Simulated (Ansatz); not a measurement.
Geometry optimisation, DFT PBE-D3(BJ), scalar-relativistic, plane waves, PAW in Ansatz 0.2.0.

The input (input.yaml):

```yaml
crystal:
  lattice:
    - [0.0, 5.43, 5.43]
    - [5.43, 0.0, 5.43]
    - [5.43, 5.43, 0.0]
  atoms:
    - { symbol: Si, position: [0.0, 0.0, 0.0] }
    - { symbol: Si, position: [0.125, 0.125, 0.125] }
    - { symbol: Si, position: [0.0, 0.0, 0.5] }
    - { symbol: Si, position: [0.125, 0.125, 0.625] }
    - { symbol: Si, position: [0.0, 0.5, 0.0] }
    - { symbol: Si, position: [0.125, 0.625, 0.125] }
    - { symbol: Si, position: [0.0, 0.5, 0.5] }
    - { symbol: Si, position: [0.125, 0.625, 0.625] }
    - { symbol: Si, position: [0.5, 0.0, 0.0] }
    - { symbol: Si, position: [0.625, 0.125, 0.125] }
    - { symbol: Si, position: [0.5, 0.0, 0.5] }
    - { symbol: Si, position: [0.625, 0.125, 0.625] }
    - { symbol: Si, position: [0.5, 0.5, 0.0] }
    - { symbol: Si, position: [0.625, 0.625, 0.125] }
    - { symbol: Si, position: [0.5, 0.5, 0.5] }
    - { symbol: Si, position: [0.625, 0.625, 0.625] }
    - { symbol: Cu, position: [0.2484982, 0.7537725, 0.2400334] }
total_charge: 1
basis:
  ecutwfc: 420.0
kpoints:
  mp_grid: { grid: [2, 2, 2] }
hamiltonian:
  xc: pbe
  dispersion: d3bj
  pseudopotentials: { kind: paw, azcp: { folder: soft_1 } }
scf:
  occupations: { method: fermi_dirac, width: 0.02 }
  lower_state_search: "off"
relax:
  f_tol: 0.03
  max_steps: 60
  adjacent_minimum: "off"
```

Command:

```bash
$ ansatz run input.yaml --threads 1 --pin off --max-ram 3072MiB --backend cpu --events-out ev --progress --plain --runs-dir out
```

Q: Where does it end, and by what steps?

A: The forces met the threshold. The force dipped under the threshold on the way, but the program's further checks kept it going. Limits of this set-up: coarse k mesh, a small cell, in which the defect meets its images, charged cell in a uniform background, uncorrected. After 16 steps the energy has fallen by 0.152 eV; Cu17 moved furthest, 0.44 Å.

```json
{"step": "0", "energy less start (eV)": "0.0000", "largest force component (eV/Å)": "0.680", "accepted": "yes"}
{"step": "1", "energy less start (eV)": "-0.1006", "largest force component (eV/Å)": "0.228", "accepted": "yes"}
{"step": "2", "energy less start (eV)": "-0.1108", "largest force component (eV/Å)": "0.050", "accepted": "yes"}
{"step": "3", "energy less start (eV)": "-0.1140", "largest force component (eV/Å)": "0.250", "accepted": "yes"}
{"step": "4", "energy less start (eV)": "-0.1236", "largest force component (eV/Å)": "0.132", "accepted": "yes"}
{"step": "5", "energy less start (eV)": "-0.1364", "largest force component (eV/Å)": "0.082", "accepted": "yes"}
{"step": "6", "energy less start (eV)": "-0.1240", "largest force component (eV/Å)": "0.171", "accepted": "no"}
{"step": "7", "energy less start (eV)": "-0.1418", "largest force component (eV/Å)": "0.047", "accepted": "yes"}
{"step": "8", "energy less start (eV)": "-0.1431", "largest force component (eV/Å)": "0.043", "accepted": "yes"}
{"step": "9", "energy less start (eV)": "-0.1456", "largest force component (eV/Å)": "0.081", "accepted": "yes"}
{"step": "10", "energy less start (eV)": "-0.1473", "largest force component (eV/Å)": "0.045", "accepted": "yes"}
{"step": "11", "energy less start (eV)": "-0.1508", "largest force component (eV/Å)": "0.062", "accepted": "yes"}
{"step": "12", "energy less start (eV)": "-0.1509", "largest force component (eV/Å)": "0.040", "accepted": "yes"}
{"step": "13", "energy less start (eV)": "-0.1510", "largest force component (eV/Å)": "0.030", "accepted": "yes"}
{"step": "14", "energy less start (eV)": "-0.1512", "largest force component (eV/Å)": "0.036", "accepted": "yes"}
{"step": "15", "energy less start (eV)": "-0.1499", "largest force component (eV/Å)": "0.052", "accepted": "no"}
{"step": "16", "energy less start (eV)": "-0.1517", "largest force component (eV/Å)": "0.012", "accepted": "yes"}
```

```xyz
17
Lattice="0.0000 5.4300 5.4300 5.4300 0.0000 5.4300 5.4300 5.4300 0.0000" Properties=species:S:1:pos:R:3
Si 0.041 -0.012 -0.073
Si 1.449 1.342 1.394
Si 2.781 2.700 0.023
Si 4.135 4.110 1.323
Si 2.573 -0.141 2.783
Si 4.004 1.287 3.954
Si 5.398 2.681 2.676
Si 6.688 3.972 4.188
Si 0.073 2.786 2.732
Si 1.475 4.188 3.989
Si 2.812 5.524 2.632
Si 4.136 6.849 4.043
Si 2.704 2.753 5.358
Si 4.057 4.162 6.826
Si 5.416 5.493 5.455
Si 6.827 6.847 6.754
Cu 5.127 2.412 5.686
```

Whether the end is a true minimum wasn't checked by a vibrational analysis.

The run took 120 s on 1 thread of Arm Neoverse V1, on a shared host, peak memory 0.56 GiB.
